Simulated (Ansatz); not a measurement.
# C2SeN2: the cost of one run

Program: Ansatz 0.2.0. Level of theory: DFT PBE+D3(BJ), scalar-relativistic, plane waves, PAW. These are calculated values, not measurements.

1 further run of the same task is left out (it didn't finish).

### Step 1. The system as given

The structure is orthorhombic, space group Cmce (No. 64). Conventional cell: a = 8.827 Å, b = 7.215 Å, c = 13.055 Å, α = 90.00°, β = 90.00°, γ = 90.00°. Around C (site symmetry 1) lie 1 N at 1.16 Å. Se (site symmetry m) is surrounded by 2 C at 1.87 Å. Around N (site symmetry 1) lie 1 C at 1.16 Å.

As a file:

```xyz
20
Lattice="4.4135 -3.6073 0.0000 4.4135 3.6073 0.0000 0.0000 0.0000 13.0548" Properties=species:S:1:pos:R:3 pbc="T T T"
C     5.7409   -2.3824    8.1357
C     5.7409    2.3824    4.9191
C     5.7409   -1.2249    1.6083
C     5.7409    1.2249   11.4465
C     3.0861    2.3824    4.9191
C     3.0861   -2.3824    8.1357
C     3.0861    1.2249   11.4465
C     3.0861   -1.2249    1.6083
Se    4.4135   -1.0611    8.1497
Se    4.4135    1.0611    4.9051
Se    4.4135   -2.5462    1.6223
Se    4.4135    2.5462   11.4325
N     2.1857    0.4401    8.1227
N     2.1857   -0.4401    4.9321
N     6.5992   -0.4401    1.5953
N     6.5992    0.4401   11.4595
N     6.6413   -0.4401    4.9321
N     6.6413    0.4401    8.1227
N     2.2278    0.4401   11.4595
N     2.2278   -0.4401    1.5953
```

It goes back to an entry of the Materials Project, which need not be the stable form.

It is the result of an earlier relaxation at this level (volume 20.78 Å³/atom; gap on the mesh: 3.49 eV).

### Step 2. Reference: the perfect supercell

Contents of input.yaml:

```yaml
crystal:
  lattice:
    - [4.4135105737, -3.6072776799, 0.0]
    - [4.4135105737, 3.6072776799, 0.0]
    - [0.0, 0.0, 13.0548159197]
  atoms:
    - { symbol: C, position: [0.9805904835, 0.320160131, 0.6231973661] }
    - { symbol: C, position: [0.320160131, 0.9805904835, 0.3768026339] }
    - { symbol: C, position: [0.820160131, 0.4805904835, 0.1231973661] }
    - { symbol: C, position: [0.4805904835, 0.820160131, 0.8768026339] }
    - { symbol: C, position: [0.0194095165, 0.679839869, 0.3768026339] }
    - { symbol: C, position: [0.679839869, 0.0194095165, 0.6231973661] }
    - { symbol: C, position: [0.179839869, 0.5194095165, 0.8768026339] }
    - { symbol: C, position: [0.5194095165, 0.179839869, 0.1231973661] }
    - { symbol: Se, position: [0.6470728942, 0.3529271058, 0.6242693651] }
    - { symbol: Se, position: [0.3529271058, 0.6470728942, 0.3757306349] }
    - { symbol: Se, position: [0.8529271058, 0.1470728942, 0.1242693651] }
    - { symbol: Se, position: [0.1470728942, 0.8529271058, 0.8757306349] }
    - { symbol: "N", position: [0.1866069827, 0.3086206935, 0.6221990973] }
    - { symbol: "N", position: [0.3086206935, 0.1866069827, 0.3778009027] }
    - { symbol: "N", position: [0.8086206935, 0.6866069827, 0.1221990973] }
    - { symbol: "N", position: [0.6866069827, 0.8086206935, 0.8778009027] }
    - { symbol: "N", position: [0.8133930173, 0.6913793065, 0.3778009027] }
    - { symbol: "N", position: [0.6913793065, 0.8133930173, 0.6221990973] }
    - { symbol: "N", position: [0.1913793065, 0.3133930173, 0.8778009027] }
    - { symbol: "N", position: [0.3133930173, 0.1913793065, 0.1221990973] }
  symmetry: { detect: false }
basis:
  ecutwfc: 420
kpoints:
  mp_grid: { grid: [2, 2, 1], shift: [0.5, 0.5, 0.0] }
hamiltonian:
  xc: pbe
  dispersion: d3bj
scf:
  occupations: { method: gaussian, width: 0.02 }
output:
  forces: true
  stress: true
  eigenvalues: true
```

Launch:

```
$ ansatz run input.yaml --threads 4 --pin off --max-ram 9216MiB --backend cpu --events-out ev --progress --plain --runs-dir out
```

What time and memory should one allow on 4 threads of Arm Neoverse V1, shared host?

About 2.7 s, with a peak of 0.66 GiB.
